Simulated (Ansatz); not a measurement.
**CH₄BrInO: up Jacob's ladder to CCSD(T)**

Aim: compute CH₄BrInO with functionals from several rungs and with coupled cluster. The yardstick is the atomisation energy at the CCSD(T) limit.

Computed with Ansatz 0.2.0, Gaussian basis. Level: functionals in def2-TZVPP, the program's frozen cores in correlated methods.

The runs, in order: LDA (SPW92), PBE-D4, revPBE-D4, BLYP-D4, r2SCAN-D4, B97M-V, PBE0-D4, B3LYP-D4, r2SCANh-D4, r2SCAN0-D4, HSE06-D4, BHLYP-D4, CAM-B3LYP-D4, LC-ωPBE, ωB97X-V, ωB97M-V, B2PLYP, PBE-QIDH; CCSD(T)/def2-SVP; CCSD(T)/def2-TZVPP; MP2/def2-QZVPP; extrapolation to the limit; RPA on PBE.

## (1) The relaxed structure

All runs share one geometry, relaxed beforehand with PBE0-D4 in a triple-zeta def2 set. In takes the def2 core potential; no spin-orbit term is included.

8 atoms, charge 0, spin multiplicity 1.

Atoms are counted from 1 here; the program's logs count them from 0.

Bond lengths: C1–In2 2.123 Å, C1–H5 1.090 Å, C1–H6 1.090 Å, C1–H7 1.088 Å, In2–O3 1.976 Å, In2–Br4 2.486 Å, O3–H8 0.961 Å. Angles: In2–C1–H5 109.2°, In2–C1–H6 109.1°, In2–C1–H7 109.4°, H5–C1–H6 109.1°, H5–C1–H7 110.1°, H6–C1–H7 109.9°, C1–In2–O3 125.9°, C1–In2–Br4 124.1°, O3–In2–Br4 110.0°, In2–O3–H8 111.8°.

## (2) LDA

This LDA is Slater exchange with PW92 correlation.

File in.yaml:

```yaml
crystal:
  periodic: [false, false, false]
  atoms:
    - {symbol: C, position_ang: [-0.552802, 1.382809, 0.183223]}
    - {symbol: In, position_ang: [0.087203, -0.622693, -0.094719]}
    - {symbol: O, position_ang: [1.961745, -1.243234, -0.160245]}
    - {symbol: Br, position_ang: [-1.455283, -2.549864, -0.385742]}
    - {symbol: H, position_ang: [-0.088972, 2.015464, -0.573065]}
    - {symbol: H, position_ang: [-0.242343, 1.722340, 1.171225]}
    - {symbol: H, position_ang: [-1.636501, 1.431018, 0.098069]}
    - {symbol: H, position_ang: [2.019154, -2.192942, -0.294646]}
basis:
  gaussian: {orbitals: def2-TZVPP}
hamiltonian: {xc: lda}
output: {orbitals: {seedname: orbitals}}
```

The run is started by

```console
> ansatz run in.yaml --threads 2 --pin off --events-out ev --progress --plain --max-ram 22528MiB --backend cpu
```

Further steps of the session: PBE-D4 (GGA); revPBE-D4 (GGA); BLYP-D4 (GGA); r2SCAN-D4 (meta-GGA); B97M-V (meta-GGA); PBE0-D4 (hybrid); B3LYP-D4 (hybrid); r2SCANh-D4 (hybrid); r2SCAN0-D4 (hybrid); HSE06-D4 (hybrid); BHLYP-D4 (hybrid); CAM-B3LYP-D4 (range-separated); LC-ωPBE (range-separated); ωB97X-V (range-separated); ωB97M-V (range-separated); B2PLYP (double hybrid); PBE-QIDH (double hybrid); CCSD(T) in def2-SVP; CCSD(T) in def2-TZVPP; MP2 in def2-QZVPP; RPA on PBE orbitals.

Q: Predict the results of all the runs planned. Wanted: atomisation energy, CCSD(T)/CBS; farthest beyond LDA; mean size of error, GGA; mean size of error, meta-GGA; mean size of error, hybrid; mean size of error, range-separated; mean size of error, double hybrid; gap, smallest and largest; T1 diagnostic.

The runs gave:

| quantity | value |
| --- | --- |
| atomisation energy, CCSD(T)/CBS | 27.130 eV |
| functionals within 0.271 eV (1.0 %) | PBE-D4, r2SCAN-D4, ωB97X-V |
| farthest beyond LDA | BHLYP-D4 (-1.370 eV) |
| mean size of error, GGA | 0.484 eV |
| mean size of error, meta-GGA | 0.273 eV |
| mean size of error, hybrid | 0.659 eV |
| mean size of error, range-separated | 0.334 eV |
| mean size of error, double hybrid | 0.596 eV |
| gap, smallest and largest | 4.36 eV (BLYP-D4), 11.53 eV (LC-ωPBE) |
| T1 diagnostic | 0.0127 |
| triples share of the correlation energy | 3.4 % |

LDA overbinds by 3.627 eV (13 %). PBE-D4 misses by +0.060 eV. Double hybrids carry the basis error of their MP2 part in triple zeta, and no dispersion term here, so their miss is partly the set-up's. By mean error the best rung here is meta-GGA (0.273 eV) and the worst beyond LDA is hybrid (0.659 eV). The gap between the best rungs is small, so their order is not settled. The mean of the hybrids holds BHLYP, with half exact exchange. Misses under about 0.271 eV are within the doubt on the reference itself, which lacks core-valence correlation, spin-orbit coupling and higher excitations, and its outer-core shells are covered unevenly. All levels share the lack of spin-orbit coupling, which lowers the free heavy atoms and so the true binding. Hartree-Fock recovers 70 % of the binding; the rest is correlation. CCSD(T) in def2-SVP is off by -2.025 eV, more than most functionals: a good method in a small basis is no reference. Orbital gaps span 4.4 to 11.5 eV; exact exchange widens them. Correlated methods include outer-core shells of Br, In, which these sets cover unevenly.
